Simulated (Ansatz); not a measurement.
# AlGaH₅N: small, medium and large basis sets

One table from this session's results is given with a row withheld; the runs are named, their logs left out.

Method: one geometry, several basis sets; program: Ansatz 0.2.0, Gaussian basis.

Plan: PBE0-D4/def2-SVP; ωB97M-V/def2-SVP; PBE0-D4/def2-QZVPP; ωB97M-V/def2-QZVPP; the functionals' def2-TZVPP values are taken from earlier runs.

### Structure used throughout

The geometry comes from an earlier relaxation with PBE0-D4 in a triple-zeta def2 set; it is a stationary point, not always the lowest conformer.

SMILES `[NH2][AlH][GaH2]`, 8 atoms, charge 0, spin multiplicity 1.

Atoms are counted from 1 here; the program's logs count them from 0.

Bond lengths: N1–Al2 1.772 Å, N1–H4 1.007 Å, N1–H5 1.008 Å, Al2–Ga3 2.519 Å, Al2–H6 1.593 Å, Ga3–H7 1.582 Å, Ga3–H8 1.582 Å. Angles: Al2–N1–H4 125.9°, Al2–N1–H5 124.1°, H4–N1–H5 110.0°, N1–Al2–Ga3 119.8°, N1–Al2–H6 115.3°, Ga3–Al2–H6 124.9°, Al2–Ga3–H7 123.1°, Al2–Ga3–H8 123.1°, H7–Ga3–H8 113.8°.

Set-up of the first run:

Input file in.yaml:

```yaml
crystal:
  periodic: [false, false, false]
  atoms:
    - {symbol: N, position_ang: [-1.122702, 1.008319, -1.024992]}
    - {symbol: Al, position_ang: [-0.095060, 0.731884, 0.392075]}
    - {symbol: Ga, position_ang: [1.105774, -1.466764, 0.659315]}
    - {symbol: H, position_ang: [-1.288855, 0.352340, -1.770553]}
    - {symbol: H, position_ang: [-1.631377, 1.861535, -1.196924]}
    - {symbol: H, position_ang: [-0.012746, 1.946248, 1.419134]}
    - {symbol: H, position_ang: [2.566194, -1.725205, 0.109481]}
    - {symbol: H, position_ang: [0.478782, -2.708357, 1.412464]}
basis:
  gaussian: {orbitals: def2-SVP}
hamiltonian: {xc: pbe0, dispersion: d4}
output: {orbitals: {seedname: orbitals}}
```

Command:

```sh
ansatz run in.yaml --threads 2 --pin off --events-out ev --progress --plain --max-ram 4352MiB
```

Among the steps run: PBE0-D4 in def2-SVP; ωB97M-V in def2-SVP; PBE0-D4 in def2-QZVPP; ωB97M-V in def2-QZVPP.

One table of the session follows, with a row left open; its other results are not shown here.

It belongs to the step «Density functionals: the series». 

```
functional       basis  HOMO (eV)  LUMO (eV)
   PBE0-D4    def2-SVP      -6.85      -2.02
   PBE0-D4  def2-TZVPP      -6.90      -2.07
   PBE0-D4  def2-QZVPP          ?          ?
   ωB97M-V    def2-SVP      -8.80      -0.27
   ωB97M-V  def2-TZVPP      -8.88      -0.36
   ωB97M-V  def2-QZVPP      -8.90      -0.49
```

**Question.** Estimate the row for PBE0-D4, def2-QZVPP.

The run gave: HOMO (eV): -6.91; LUMO (eV): -2.10. In the column «HOMO (eV)» it lies between ωB97M-V, def2-SVP (-8.80) and PBE0-D4, def2-TZVPP (-6.90).
